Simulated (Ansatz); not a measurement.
# Rb: the cost of one run

Computed with Ansatz 0.2.0 (DFT PBEsol, scalar-relativistic, unless a step's input says otherwise).

### Step 1. The system as given

It takes space group Im-3m (No. 229, cubic). The conventional cell has a = 5.612 Å, b = 5.612 Å, c = 5.612 Å, α = 90.00°, β = 90.00°, γ = 90.00°.

Coordinates:

```
CELL_PARAMETERS angstrom
-2.80600 2.80600 2.80600
2.80600 -2.80600 2.80600
2.80600 2.80600 -2.80600
ATOMIC_POSITIONS crystal
Rb 0.00000 0.00000 0.00000
```

### Step 2. The deformed structure

Space group Im-3m before, I4/mmm after.

### Step 3. All-electron LAPW

The input, input.yaml:

```yaml
crystal:
  lattice:
    - [-2.806, 2.806, 2.83406]
    - [2.806, -2.806, 2.83406]
    - [2.806, 2.806, -2.83406]
  atoms:
    - { symbol: Rb, position: [0.0, 0.0, 0.0] }
kpoints:
  mp_grid: { grid: [8, 8, 8] }
  band_path:
    path:
      - [0.0, 0.0, 0.0]
      - [0.0, 0.0, 0.5]
      - [0.25, 0.25, 0.25]
      - [0.0, 0.5, 0.0]
      - [0.0, 0.0, 0.0]
      - [0.5, 0.5, -0.5]
      - [0.4950740124, 0.5049259876, -0.4950740124]
      - [-0.4950740124, 0.4950740124, 0.4950740124]
      - [0.0, 0.0, 0.0]
    npoints: 5
scf:
  occupations: { method: fermi_dirac, width: 0.05 }
hamiltonian:
  xc: pbesol
  pseudopotentials: { kind: all_electron, lapw: { basis_error: 0.001 } }
output:
  forces: true
  stress: true
  eigenvalues: true
```

Command:

```sh
$ ansatz run input.yaml --threads 1 --pin off --max-ram 3072MiB --backend cpu --events-out ev --progress --plain --runs-dir out
```

**Question.** How long does this run take on 1 thread of Intel Xeon Platinum 8488C (Sapphire Rapids), shared host, and how much memory does it need?

About 2.6 s, with a peak of 0.25 GiB.
